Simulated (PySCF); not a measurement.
# C5H9B2N: a tour of settings

Which settings matter for C5H9B2N (`BCBn1cccc1`), and how do bad ones show?

Programs: PySCF 2.14.0, with density-fitted response routines of our own. Each step states its level of theory. These are calculated values for one molecule, in the gas phase or a continuum, unless marked as measured. Atoms count from 0, in the outputs and in this text.

## Step 1: The molecule as given

17 atoms, charge 0, multiplicity 1; geometry from: GFN2-xTB.

Bonds of the start (Å): B0–C1 1.56, C1–B2 1.58, B2–N3 1.42, N3–C4 1.38, C4–C5 1.36, C5–C6 1.42, C6–C7 1.36, C7–N3 1.38, B0–H8 1.17, B0–H9 1.17, C1–H10 1.09, C1–H11 1.09, B2–H12 1.17, C4–H13 1.07, C5–H14 1.07, C6–H15 1.07, C7–H16 1.07.

## Step 2: NMR shieldings: PBE0/pcSseg-1

Job settings and geometry (Å):

```
{"job": {"kind": "nmr", "xc": "PBE0", "basis": "pcSseg-1"}, "charge": 0, "multiplicity": 1}
B      2.574111     0.724489     0.472090
C      2.022801    -0.682258     0.065218
B      0.792066    -0.414187    -0.896426
N     -0.509910    -0.173668    -0.389111
C     -0.910318    -0.087180     0.929459
C     -2.240020     0.174208     0.987434
C     -2.708427     0.253766    -0.354363
C     -1.638100     0.040537    -1.158875
H      3.353846     1.270595    -0.208258
H      2.190206     1.255313     1.442429
H      2.769939    -1.258575    -0.478202
H      1.702029    -1.254695     0.934241
H      0.924434    -0.393883    -2.061064
H     -0.204394    -0.207815     1.726094
H     -2.833198     0.298588     1.872271
H     -3.716937     0.446610    -0.663803
H     -1.575128     0.020183    -2.229043
```

Method: GIAO PBE0/pcSseg-1 NMR shielding, non-relativistic, gas phase.

The run is started by

```console
$ OMP_NUM_THREADS=1 python probes_run.py task.json out
```

The driver reads the jobs from task.json and runs them one after another.

Log:

```text
coarse grid: 14248 points
cycle   1  E = -299.8953015211  dE =  1.203e+00  |g| = 4.312e-01  |ddm| = 3.687e+00
cycle   2  E = -299.8808603311  dE =  1.444e-02  |g| = 5.018e-01  |ddm| = 8.249e-01
cycle   3  E = -299.9438020803  dE = -6.294e-02  |g| = 1.060e-01  |ddm| = 4.763e-01
cycle   4  E = -299.9463300350  dE = -2.528e-03  |g| = 4.235e-02  |ddm| = 1.275e-01
cycle   5  E = -299.9467708436  dE = -4.408e-04  |g| = 6.627e-03  |ddm| = 3.844e-02
cycle   6  E = -299.9467798525  dE = -9.009e-06  |g| = 2.595e-03  |ddm| = 7.090e-03
final grid: 137800 points
cycle   7  E = -299.9892512203  dE = -4.285e-05  |g| = 9.777e-03  |ddm| = 3.945e-02
cycle   8  E = -299.9892384496  dE =  1.277e-05  |g| = 1.261e-02  |ddm| = 1.748e-02
cycle   9  E = -299.9892743561  dE = -3.591e-05  |g| = 1.284e-03  |ddm| = 9.313e-03
cycle  10  E = -299.9892747151  dE = -3.590e-07  |g| = 3.648e-04  |ddm| = 1.158e-03
cycle  11  E = -299.9892747424  dE = -2.736e-08  |g| = 1.294e-04  |ddm| = 3.696e-04
cycle  12  E = -299.9892747467  dE = -4.255e-09  |g| = 3.923e-05  |ddm| = 1.545e-04
cycle  13  E = -299.9892747471  dE = -3.737e-10  |g| = 1.059e-05  |ddm| = 3.714e-05
converged SCF energy = -299.9892747471

GIAO shielding tensors (ppm)
atom      isotropic    diamagn.    paramagn.     s11        s22        s33       span
  0 B       13.990     192.465    -178.474    -62.956    -28.217    133.144    196.101
  1 C      142.541     257.249    -114.708     68.507    159.088    200.027    131.520
  2 B       52.706     194.937    -142.231      0.077     50.436    107.606    107.529
  3 N       34.376     325.408    -291.033    -84.280     -8.316    195.723    280.004
  4 C       58.194     252.536    -194.342    -30.929     67.852    137.661    168.590
  5 C       64.189     257.011    -192.822    -26.034     58.863    159.737    185.771
  6 C       65.405     257.815    -192.410    -23.863     60.255    159.823    183.685
  7 C       52.213     248.401    -196.188    -32.993     65.802    123.831    156.824
  8 H       23.781      29.467      -5.686     16.677     26.686     27.980     11.302
  9 H       23.673      30.195      -6.521     15.681     26.028     29.312     13.631
 10 H       28.435      29.875      -1.440     25.693     27.526     32.088      6.395
 11 H       28.532      33.714      -5.182     24.640     28.811     32.145      7.505
 12 H       25.780      31.835      -6.056     23.595     24.712     29.031      5.436
 13 H       24.137      33.796      -9.659     20.516     24.183     27.711      7.195
 14 H       24.915      31.961      -7.046     22.778     25.345     26.621      3.842
 15 H       25.042      31.058      -6.016     22.967     25.729     26.431      3.464
 16 H       24.741      30.557      -5.815     21.683     25.820     26.721      5.038
```

It took 25 s on 1 thread of Arm Neoverse V2, shared host; peak memory 0.81 GiB.

The references, computed at this level on geometries of the same kind, shield at (ppm): ¹H TMS 31.72, ¹³C TMS 186.9, ¹⁵N NH3 267.7, ¹¹B BF3·OEt2 100.1. Their shielding less the atom's gives the shift. The references are single molecules in the gas phase, so shifts against H2O, NH3, PH3, H3PO4 or CFCl3 are not on the usual liquid scales and can be off by tens of ppm. Atoms listed in one row are averaged.

```
   atoms                                         environment  σ (ppm)  δ (ppm)  δ scaled to CDCl3
  C4, C7                 aromatic CH next to a ring nitrogen     55.2    131.7              126.6
  C5, C6                                         aromatic CH     64.8    122.1              117.3
      C1                               sp3 CH2 bonded to 2 B    142.5     44.4               41.4
  H8, H9                     hydrogen on a boron bonded to C    23.73     7.99                  –
H13, H16  hydrogen on an aromatic CH next to a ring nitrogen    24.44     7.28               6.97
H14, H15                          hydrogen on an aromatic CH    24.98     6.74               6.46
     H12                  hydrogen on a boron bonded to C, N    25.78     5.94                  –
H10, H11                hydrogen on an sp3 CH2 bonded to 2 B    28.48     3.23               3.15
      B0                              boron bonded to C, 2 H     14.0     86.1                  –
      B2                             boron bonded to C, N, H     52.7     47.4                  –
      N3                          pyrrole-type ring nitrogen     34.4    233.4                  –
```

The scaled column applies a straight-line fit of computed shieldings to shifts measured in CDCl3 (root-mean-square error 0.16 ppm for H, 1.9 ppm for C).

Charges from the same density, by scheme (e):

```
 atoms  Mulliken    IAO  Hirshfeld  ESP fit
    B0      0.13   0.07       0.16     0.38
    C1     -0.64  -0.55      -0.21    -0.36
    B2      0.37   0.20       0.18     0.17
    N3     -0.56  -0.14      -0.06     0.29
C4, C7      0.14  -0.10      -0.02    -0.34
C5, C6     -0.15  -0.20      -0.08    -0.18
```

Mayer bond orders: B0–C1 1.02, C1–B2 0.98, B2–N3 1.09, N3–C4 1.07, C4–C5 1.60, C5–C6 1.26, C6–C7 1.60, C7–N3 1.08.

Ring of atoms N3, C4, C5, C6, C7: NICS(0) -9.6, NICS(1) -9.6, NICS(1)zz -25.0 ppm (means of both faces).

## Step 3: TDDFT and polarisability: PBE0/def2-SVPD

Settings changed since step 2:

```diff
@@ -1,2 +1,2 @@
-{"job": {"kind": "nmr", "xc": "PBE0", "basis": "pcSseg-1"}, "charge": 0, "multiplicity": 1}
+{"job": {"kind": "uv", "xc": "PBE0", "basis": "def2-SVPD", "nstates": 6, "ntriplets": 2}, "charge": 0, "multiplicity": 1}
 B      2.574111     0.724489     0.472090
```

Method: TDDFT PBE0/def2-SVPD, vertical, gas phase, core orbitals frozen in the response.

Log:

```text
coarse grid: 14248 points
cycle   1  E = -299.7336237348  dE =  1.131e+00  |g| = 4.184e-01  |ddm| = 8.973e+00
cycle   2  E = -299.7186025269  dE =  1.502e-02  |g| = 4.897e-01  |ddm| = 2.072e+00
cycle   3  E = -299.7801834974  dE = -6.158e-02  |g| = 1.028e-01  |ddm| = 1.116e+00
cycle   4  E = -299.7825479715  dE = -2.364e-03  |g| = 4.449e-02  |ddm| = 3.268e-01
cycle   5  E = -299.7830533731  dE = -5.054e-04  |g| = 6.793e-03  |ddm| = 1.013e-01
cycle   6  E = -299.7830627811  dE = -9.408e-06  |g| = 2.830e-03  |ddm| = 2.138e-02
final grid: 137800 points
cycle   7  E = -299.8249879562  dE = -4.266e-05  |g| = 9.888e-03  |ddm| = 1.697e-01
cycle   8  E = -299.8249716364  dE =  1.632e-05  |g| = 1.317e-02  |ddm| = 4.046e-02
cycle   9  E = -299.8250122065  dE = -4.057e-05  |g| = 1.278e-03  |ddm| = 2.296e-02
cycle  10  E = -299.8250125762  dE = -3.697e-07  |g| = 3.742e-04  |ddm| = 2.915e-03
cycle  11  E = -299.8250126066  dE = -3.046e-08  |g| = 1.323e-04  |ddm| = 1.107e-03
cycle  12  E = -299.8250126112  dE = -4.575e-09  |g| = 4.077e-05  |ddm| = 3.922e-04
cycle  13  E = -299.8250126116  dE = -4.227e-10  |g| = 1.074e-05  |ddm| = 1.255e-04
converged SCF energy = -299.8250126116

Static polarisability (au): isotropic 92.141, principal 66.444 89.144 120.833

Singlet excitations
state   eV       nm        f      main configurations
  1   3.7189    333.4   0.00071   H->L 0.99
  2   5.0104    247.5   0.14784   H-1->L 0.88
  3   5.2595    235.7   0.05138   H->L+1 0.91
  4   5.5982    221.5   0.00308   H-2->L 0.77, H-3->L 0.18
  5   5.8564    211.7   0.00995   H-3->L 0.73, H-2->L 0.17
  6   6.2736    197.6   0.03433   H-1->L+1 0.43, H->L+2 0.42

Triplet excitations (Tamm-Dancoff, eV): 3.1646 4.3091
```

It took 35 s on 1 thread of Arm Neoverse V2, shared host; peak memory 0.97 GiB.

The orbitals next to the gap, with their largest atomic shares:

```
orbital     eV                      atoms
 HOMO−3  -9.28  B0 30 %, C1 24 %, H8 19 %
 HOMO−2  -9.04  C1 25 %, B0 21 %, B2 15 %
 HOMO−1  -7.74  N3 25 %, C5 24 %, C6 23 %
   HOMO  -6.54  C4 27 %, C7 27 %, C6 16 %
   LUMO  -1.86  B0 32 %, B2 18 %, C1 16 %
 LUMO+1  -0.46   B0 23 %, B2 21 %, C4 8 %
 LUMO+2   0.73  B0 30 %, B2 25 %, H10 5 %
```

With each of the 6 states as a Gaussian band of 0.4 eV half-width at 1/e, the curve within the window shown has maxima at 245 nm (ε 7,500), 200 nm (ε 1,600) L/(mol cm). Beyond the last state computed it falls off for lack of states. The curve at chosen wavelengths:

```json
{"nm": "189", "ε (L/mol/cm)": "809"}
{"nm": "197", "ε (L/mol/cm)": "1502"}
{"nm": "206", "ε (L/mol/cm)": "1392"}
{"nm": "214", "ε (L/mol/cm)": "1285"}
{"nm": "222", "ε (L/mol/cm)": "2205"}
{"nm": "231", "ε (L/mol/cm)": "4698"}
{"nm": "239", "ε (L/mol/cm)": "6927"}
{"nm": "247", "ε (L/mol/cm)": "7483"}
{"nm": "256", "ε (L/mol/cm)": "5838"}
{"nm": "264", "ε (L/mol/cm)": "3622"}
{"nm": "272", "ε (L/mol/cm)": "1833"}
{"nm": "281", "ε (L/mol/cm)": "696"}
{"nm": "289", "ε (L/mol/cm)": "256"}
{"nm": "297", "ε (L/mol/cm)": "90"}
{"nm": "305", "ε (L/mol/cm)": "37"}
{"nm": "314", "ε (L/mol/cm)": "26"}
{"nm": "322", "ε (L/mol/cm)": "27"}
{"nm": "330", "ε (L/mol/cm)": "29"}
{"nm": "339", "ε (L/mol/cm)": "28"}
{"nm": "347", "ε (L/mol/cm)": "25"}
{"nm": "355", "ε (L/mol/cm)": "21"}
{"nm": "364", "ε (L/mol/cm)": "16"}
{"nm": "372", "ε (L/mol/cm)": "12"}
{"nm": "380", "ε (L/mol/cm)": "8"}
{"nm": "389", "ε (L/mol/cm)": "5"}
{"nm": "397", "ε (L/mol/cm)": "3"}
```

Ground-state properties from the same run:

| property | computed |
| --- | --- |
| dipole moment (D) | 0.61 |
| polarisability (Å³) | 13.65 |
| HOMO–LUMO gap (eV) | 4.68 |
| −ε(HOMO) (eV) | 6.54 |

## Step 4: Ultraviolet spectrum: PBE0/cc-pVDZ in tetrahydrofuran

Settings changed since step 3:

```diff
@@ -1,2 +1,2 @@
-{"job": {"kind": "uv", "xc": "PBE0", "basis": "def2-SVPD", "nstates": 6, "ntriplets": 2}, "charge": 0, "multiplicity": 1}
+{"job": {"kind": "uv", "xc": "PBE0", "basis": "cc-pVDZ", "solvent": "tetrahydrofuran", "nstates": 1, "ntriplets": 2, "tda": false}, "charge": 0, "multiplicity": 1}
 B      2.574111     0.724489     0.472090
```

Method: TDDFT PBE0/cc-pVDZ, vertical, IEF-PCM tetrahydrofuran (non-equilibrium linear response), core orbitals frozen in the response.

Log:

```text
coarse grid: 14248 points
cycle   1  E = -299.9848211883  dE =  1.238e+00  |g| = 4.129e-01  |ddm| = 8.068e+00
cycle   2  E = -299.9778550401  dE =  6.966e-03  |g| = 4.536e-01  |ddm| = 1.671e+00
cycle   3  E = -300.0312054574  dE = -5.335e-02  |g| = 8.244e-02  |ddm| = 7.920e-01
cycle   4  E = -300.0326354706  dE = -1.430e-03  |g| = 3.829e-02  |ddm| = 1.655e-01
cycle   5  E = -300.0329949534  dE = -3.595e-04  |g| = 5.795e-03  |ddm| = 5.716e-02
cycle   6  E = -300.0330025441  dE = -7.591e-06  |g| = 1.952e-03  |ddm| = 1.268e-02
final grid: 137800 points
cycle   7  E = -300.0477603433  dE = -3.808e-05  |g| = 9.231e-03  |ddm| = 7.912e-02
cycle   8  E = -300.0477527622  dE =  7.581e-06  |g| = 1.119e-02  |ddm| = 3.396e-02
cycle   9  E = -300.0477824810  dE = -2.972e-05  |g| = 1.253e-03  |ddm| = 1.712e-02
cycle  10  E = -300.0477828254  dE = -3.444e-07  |g| = 3.356e-04  |ddm| = 2.220e-03
cycle  11  E = -300.0477828502  dE = -2.477e-08  |g| = 9.473e-05  |ddm| = 5.904e-04
cycle  12  E = -300.0477828525  dE = -2.250e-09  |g| = 3.427e-05  |ddm| = 1.945e-04
cycle  13  E = -300.0477828528  dE = -2.971e-10  |g| = 7.489e-06  |ddm| = 6.146e-05
converged SCF energy = -300.0477828528

Static polarisability (au): isotropic 104.237, principal 64.183 105.597 142.931

Singlet excitations
state   eV       nm        f      main configurations
  1   3.7741    328.5   0.00169   H->L 0.99

Triplet excitations (Tamm-Dancoff, eV): 3.2041 4.3512
```

Wall time 19 s (1 thread of Arm Neoverse V2, shared host); peak memory 0.81 GiB.

This run: HOMO -6.38 eV, LUMO -1.65 eV; lowest singlet 3.77 eV.

## Step 5: Shielding tensors: HSE06/MINI

Settings changed since step 4:

```diff
@@ -1,2 +1,2 @@
-{"job": {"kind": "uv", "xc": "PBE0", "basis": "cc-pVDZ", "solvent": "tetrahydrofuran", "nstates": 1, "ntriplets": 2, "tda": false}, "charge": 0, "multiplicity": 1}
+{"job": {"kind": "nmr", "xc": "HSE06", "basis": "MINI", "pop": true, "scf": {"level_shift": 0.1}}, "charge": 0, "multiplicity": 1}
 B      2.574111     0.724489     0.472090
```

With the program's defaults for keys left out, this is: GIAO HSE06/MINI NMR shielding, non-relativistic, gas phase.

Log:

```text
final grid: 137800 points
cycle   1  E = -297.5921139299  dE =  1.467e+00  |g| = 2.252e-01  |ddm| = 6.547e+00
cycle   2  E = -297.6030481947  dE = -1.093e-02  |g| = 1.829e-01  |ddm| = 7.214e-01
cycle   3  E = -297.6134329241  dE = -1.038e-02  |g| = 3.270e-02  |ddm| = 2.938e-01
cycle   4  E = -297.6137062971  dE = -2.734e-04  |g| = 1.530e-02  |ddm| = 7.193e-02
cycle   5  E = -297.6137698581  dE = -6.356e-05  |g| = 2.962e-03  |ddm| = 2.326e-02
cycle   6  E = -297.6137726569  dE = -2.799e-06  |g| = 7.583e-04  |ddm| = 5.322e-03
cycle   7  E = -297.6137729241  dE = -2.673e-07  |g| = 2.462e-04  |ddm| = 1.374e-03
cycle   8  E = -297.6137728627  dE =  6.140e-08  |g| = 5.963e-05  |ddm| = 3.811e-04
cycle   9  E = -297.6137728641  dE = -1.332e-09  |g| = 6.933e-06  |ddm| = 1.027e-04
cycle  10  E = -297.6137728641  dE = -3.092e-11  |g| = 2.496e-06  |ddm| = 2.033e-05
level shift removed, Fock matrix diagonalised once more
converged SCF energy = -297.6137728641

GIAO shielding tensors (ppm)
atom      isotropic    diamagn.    paramagn.     s11        s22        s33       span
  0 B       68.245     189.398    -121.153     16.655     25.133    162.945    146.290
  1 C      183.644     235.128     -51.484    125.554    192.754    232.624    107.070
  2 B      105.278     185.403     -80.125     68.339    105.563    141.933     73.594
  3 N      114.305     291.705    -177.401     25.453     85.511    231.950    206.497
  4 C      111.001     243.419    -132.418     51.814    105.884    175.305    123.491
  5 C      120.862     250.424    -129.562     60.746    103.912    197.926    137.180
  6 C      121.469     252.664    -131.195     62.165    104.176    198.064    135.899
  7 C      105.401     246.185    -140.785     49.886    102.237    164.079    114.193
  8 H       21.609      28.647      -7.038     14.955     22.604     27.269     12.314
  9 H       21.624      26.218      -4.594     13.719     22.740     28.412     14.693
 10 H       26.745      29.575      -2.830     23.352     24.122     32.760      9.408
 11 H       27.155      24.922       2.233     22.720     26.345     32.401      9.681
 12 H       24.396      28.450      -4.054     22.334     24.155     26.698      4.364
 13 H       23.271      25.706      -2.435     18.763     23.994     27.055      8.292
 14 H       23.614      29.693      -6.080     20.143     23.442     27.257      7.114
 15 H       23.704      30.845      -7.140     20.248     23.419     27.446      7.198
 16 H       23.595      28.069      -4.474     19.563     24.705     26.516      6.953
```

Wall time 11 s (1 thread of Arm Neoverse V2, shared host); peak memory 0.49 GiB.

In short: σ C4 108.2, C5 121.2, C1 183.6, B0 68.2, H8 21.62, H13 23.43 ppm (means over like atoms).

## Step 6: NMR shieldings: PBE0/SBKJC-VDZ

Settings changed since step 5:

```diff
@@ -1,2 +1,2 @@
-{"job": {"kind": "nmr", "xc": "HSE06", "basis": "MINI", "pop": true, "scf": {"level_shift": 0.1}}, "charge": 0, "multiplicity": 1}
+{"job": {"kind": "nmr", "xc": "PBE0", "basis": "SBKJC-VDZ", "pop": false, "scf": {"max_cycle": 59}}, "charge": 0, "multiplicity": 3}
 B      2.574111     0.724489     0.472090
```

With the program's defaults for keys left out, this is: PBE0/SBKJC-VDZ.

Log:

```text
NotImplementedError: this response code serves closed shells only; the SCF ended at -48.90826993 Eh with <S^2> = 2.0177
```

Run time: 14 s. Hardware: 1 thread of Arm Neoverse V2, shared host; peak memory 0.55 GiB.

Diagnosis: The input makes an open shell, and this response code serves closed shells alone. Cure: restore the closed-shell charge and spin, or use an unrestricted response code.

## Step 7: Side by side: NMR shifts

Shifts (ppm) of some atoms, chosen among heavy atoms and hydrogens apart, means over like atoms, with basis size and wall time:

```
          run     C4     C5    C1    H8   H12   H10     N3  functions  time
PBE0/pcSseg-1  131.7  122.1  44.4  7.99  5.94  3.23  233.4        181  25 s
   HSE06/MINI  117.9  104.9  42.5  9.09  6.32  3.76  186.7         49  11 s
```

## Step 8: Comparing the runs: electronic excitations

Excitations and ground-state properties, with basis size and wall time:

```csv
run,lowest singlet (eV),brightest (eV),f,gap (eV),α (Å³),μ (D),functions,time
PBE0/def2-SVPD,3.72,5.01,0.148,4.68,13.65,0.61,232,35 s
PBE0/cc-pVDZ in tetrahydrofuran,3.77,3.77,0.002,4.73,15.45,0.78,157,19 s
```

## Step 9: What came out

| quantity | value |
| --- | --- |
| ¹³C shifts against TMS (PBE0/pcSseg-1, means over atoms taken as alike) | 131.7, 122.1, 44.4 ppm |
| ¹H shifts against TMS (PBE0/pcSseg-1, means over atoms taken as alike) | 7.99, 7.28, 6.74, 5.94, 3.23 ppm |
| ¹¹B shifts against BF3·OEt2 (PBE0/pcSseg-1) | 86.1, 47.4 ppm |
| ¹⁵N shifts against NH3 (PBE0/pcSseg-1) | 233.4 ppm |
| lowest singlet (PBE0/def2-SVPD) | 3.72 eV (333 nm), f = 0.001 |
| brightest single state of those computed | state 2, 5.01 eV, f = 0.148 |
| lowest triplet | 3.16 eV |
| range of the shift of N3 | 186.7 to 233.4 ppm |
| range of the lowest singlet | 3.72 to 3.77 eV |
| property runs in this session | 5, of which 1 failed and 1 gave unsound results |

What this shows: Single values in the summary come from the first run of each kind that ended normally (PBE0/pcSseg-1; PBE0/def2-SVPD), which need not be the best level. At PBE0/pcSseg-1: The largest span, 280 ppm, is at N3, where the paramagnetic term is -291 ppm. NICS(1)zz of -25 ppm above the planar ring from N3 marks a diatropic (aromatic) ring current. The lowest singlet, at 3.72 eV, is HOMO→LUMO 0.99 and is dark; of the 6 states computed, the strongest absorption comes from state 2 at 5.01 eV. The lowest triplet lies 0.55 eV below the lowest singlet (triplets in Tamm-Dancoff, singlets in full TDDFT). Among the atoms with a shift in every run: In ppm, N3 moves most: its shift spreads over 46.6 ppm, from 186.7 (HSE06/MINI) to 233.4 (PBE0/pcSseg-1). A minimal basis is unusable for shieldings, so that end is no result. The lowest singlet runs from 3.72 eV (PBE0/def2-SVPD) to 3.77 eV (PBE0/cc-pVDZ in tetrahydrofuran), while the orbital gap spans 4.68 to 4.73 eV. The lowest state need not be the same one in every run. The runs solved for a few states only, so the brightest column depends on that window.
